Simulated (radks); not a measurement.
# Er inside a hard spherical wall

Aim: energy, levels and pressure of Er as a wall, at which all orbitals vanish, closes in. The configuration stays [Xe] 4f12 6s2.

The numbers are computed with radks (a radial shooting solver on a logarithmic mesh, Libxc functionals) version 1 (scalar-relativistic Kohn-Sham, r2SCAN, spin-polarised, spherical densities, finite nucleus; open shells are filled with parallel spins first), except any that are marked as measured or tabulated.

### 1 The system

* element: erbium (Z = 68)
* charge: 0
* electrons: 68
* configuration: [Xe] 4f12 6s2
* nuclear rms radius: 5.2516 fm

The outer shells:

Er
```
[Xe] core
4f [↑↓][↑↓][↑↓][↑↓][↑↓][↑ ][↑ ]
6s [↑↓]
```

### 2 The free atom

Settings of this run:

```text
Z 68
configuration [Xe] 4f12 6s2 5d0 6p0 7s0
relativity scalar-relativistic
functional r2scan,r2scan
spin polarised
nucleus finite rms 5.2516 fm
c 137.035999084
```

### 3 Wall at 15 bohr

Changes since step 2:

```diff
@@ -6,2 +6,3 @@
 nucleus finite rms 5.2516 fm
+wall 15 bohr
 c 137.035999084
```

### 4 Wall at 10 bohr

Changes since step 3:

```diff
@@ -6,3 +6,3 @@
 nucleus finite rms 5.2516 fm
-wall 15 bohr
+wall 10 bohr
 c 137.035999084
```

### 5 Wall at 8 bohr

Changes since step 4:

```diff
@@ -6,3 +6,3 @@
 nucleus finite rms 5.2516 fm
-wall 10 bohr
+wall 8 bohr
 c 137.035999084
```

### 6 Wall at 7 bohr

Changes since step 5:

```diff
@@ -6,3 +6,3 @@
 nucleus finite rms 5.2516 fm
-wall 8 bohr
+wall 7 bohr
 c 137.035999084
```

### 7 Wall at 6 bohr

Changes since step 6:

```diff
@@ -6,3 +6,3 @@
 nucleus finite rms 5.2516 fm
-wall 7 bohr
+wall 6 bohr
 c 137.035999084
```

### 8 Wall at 5 bohr

Changes since step 7:

```diff
@@ -6,3 +6,3 @@
 nucleus finite rms 5.2516 fm
-wall 6 bohr
+wall 5 bohr
 c 137.035999084
```

### 9 Wall at 1.5 bohr

Changes since step 8:

```diff
@@ -6,3 +6,3 @@
 nucleus finite rms 5.2516 fm
-wall 5 bohr
+wall 1.5 bohr
 c 137.035999084
```

**Question.** What will these runs give? Wanted: for each run, R; E − E(free); ε(6s); ε(6p, empty); ε(5d, empty); ε(7s, empty); pressure.

As calculated:

```
R (bohr)  E − E(free) (eV)  ε(6s) (eV)  ε(6p, empty) (eV)  ε(5d, empty) (eV)  ε(7s, empty) (eV)  pressure (GPa)
    free             0.000      -3.954             -1.015             -0.788                  -               0
      15             0.000      -3.952             -1.009             -0.786              1.454        0.000133
      10             0.059      -3.841             -0.737             -0.637              3.456          0.0511
       8             0.421      -3.409              0.110             -0.148              7.115           0.541
       7             1.089      -2.797              1.209              0.450             11.068            1.80
       6             2.808      -1.487              3.424              1.542             18.183            6.39
       5             7.459       1.537              8.223              3.605             31.973            25.9
     1.5            1772.9      467.26             524.58             218.13             1015.3          184462
```

In words: Eigenvalues are for spin up. At the tightest wall, 1.5 bohr, the energy stands 1772.9 eV above the free atom and the pressure, −dE/dV, is 184462 GPa. Of the levels in the table that exist at both ends, 6p (empty) rises most from the free atom (525.59 eV). From R = 6 bohr inwards the highest occupied level lies above zero, pushed up by confinement. Shells are not refilled when levels cross, and a hard wall is a model, not a crystal.
